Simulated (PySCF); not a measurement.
# CeH12O6 (Ce(H2O)64+): the cost of one run

Program: PySCF 2.14.0. Level of theory: PBE, Ce lcecp-2-SVP with ECP46, O def2-SVP, H def2-SVP; scalar-relativistic core potentials, no spin–orbit coupling. These are calculated values, not measurements.

3 further runs of the same task are left out: 2 for a known fault of the program, 1 that didn't finish.

## (1) Starting geometry

19 atoms, charge 4, spin multiplicity 1.

Bond lengths: Ce1–O2 2.408 Å, Ce1–O5 2.408 Å, Ce1–O8 2.408 Å, Ce1–O11 2.408 Å, Ce1–O14 2.408 Å, Ce1–O17 2.408 Å, O2–H3 0.970 Å, O2–H4 0.970 Å, O5–H6 0.970 Å, O5–H7 0.970 Å, O8–H9 0.970 Å, O8–H10 0.970 Å, O11–H12 0.970 Å, O11–H13 0.970 Å, O14–H15 0.970 Å, O14–H16 0.970 Å, O17–H18 0.970 Å, O17–H19 0.970 Å. Angles: O2–Ce1–O5 180.0°, O2–Ce1–O8 90.0°, O2–Ce1–O11 90.0°, O2–Ce1–O14 90.0°, O2–Ce1–O17 90.0°, O5–Ce1–O8 90.0°, O5–Ce1–O11 90.0°, O5–Ce1–O14 90.0°, O5–Ce1–O17 90.0°, O8–Ce1–O11 90.0°, O8–Ce1–O14 180.0°, O8–Ce1–O17 90.0°, O11–Ce1–O14 90.0°, O11–Ce1–O17 180.0°, O14–Ce1–O17 90.0°, Ce1–O2–H3 127.5°, Ce1–O2–H4 127.5°, H3–O2–H4 105.1° and more.

Geometry (Å):

```
Ce    0.0000    0.0000    0.0000
O     0.0000    0.0000    2.4075
H     0.5445    0.5445    2.9975
H    -0.5445   -0.5445    2.9975
O     0.0000    0.0000   -2.4075
H     0.5445   -0.5445   -2.9975
H    -0.5445    0.5445   -2.9975
O     2.4075    0.0000    0.0000
H     2.9975   -0.5445    0.5445
H     2.9975    0.5445   -0.5445
O     0.0000    2.4075    0.0000
H     0.5445    2.9975    0.5445
H    -0.5445    2.9975   -0.5445
O    -2.4075    0.0000    0.0000
H    -2.9975    0.5445    0.5445
H    -2.9975   -0.5445   -0.5445
O     0.0000   -2.4075    0.0000
H    -0.5445   -2.9975    0.5445
H     0.5445   -2.9975   -0.5445
```

Formal oxidation states: Ce +4. The 4f shell is empty and lies in the core potential.

## (2) SCF at the start, singlet

run.py (the lines that set the calculation) reads:

```python
mol = gto.M(atom='''
Ce     0.00000     0.00000     0.00000
O      0.00000     0.00000     2.40750
H      0.54450     0.54450     2.99750
H     -0.54450    -0.54450     2.99750
O      0.00000     0.00000    -2.40750
H      0.54450    -0.54450    -2.99750
H     -0.54450     0.54450    -2.99750
O      2.40750     0.00000     0.00000
H      2.99750    -0.54450     0.54450
H      2.99750     0.54450    -0.54450
O      0.00000     2.40750     0.00000
H      0.54450     2.99750     0.54450
H     -0.54450     2.99750    -0.54450
O     -2.40750     0.00000     0.00000
H     -2.99750     0.54450     0.54450
H     -2.99750    -0.54450    -0.54450
O      0.00000    -2.40750     0.00000
H     -0.54450    -2.99750     0.54450
H      0.54450    -2.99750    -0.54450''',
    basis={'Ce': 'lcecp-2-SVP', 'O': 'def2-SVP', 'H': 'def2-SVP'},
    ecp={'Ce': 'lcecp-2-SVP'},
    charge=4, spin=0)
mf = dft.RKS(mol, xc='PBE')
mf.grids.atom_grid = (50, 194)  # f atoms: unpruned, at least (60, 302)
mf = mf.density_fit()  # fitting sets: Ce AutoAux, O def2-universal-JKFIT, H def2-universal-JKFIT
mf.conv_tol = 1e-08; mf.max_cycle = 55
mf.kernel(dm0)  # dm0: free metal ions and neutral atoms
```

The run is started by

```bash
> OMP_NUM_THREADS=4 python run.py
```

**Question.** How long does this run take on 4 threads of Intel Xeon, shared host, and how much memory does it need?

About 11 s, with a peak of 1.1 GiB.
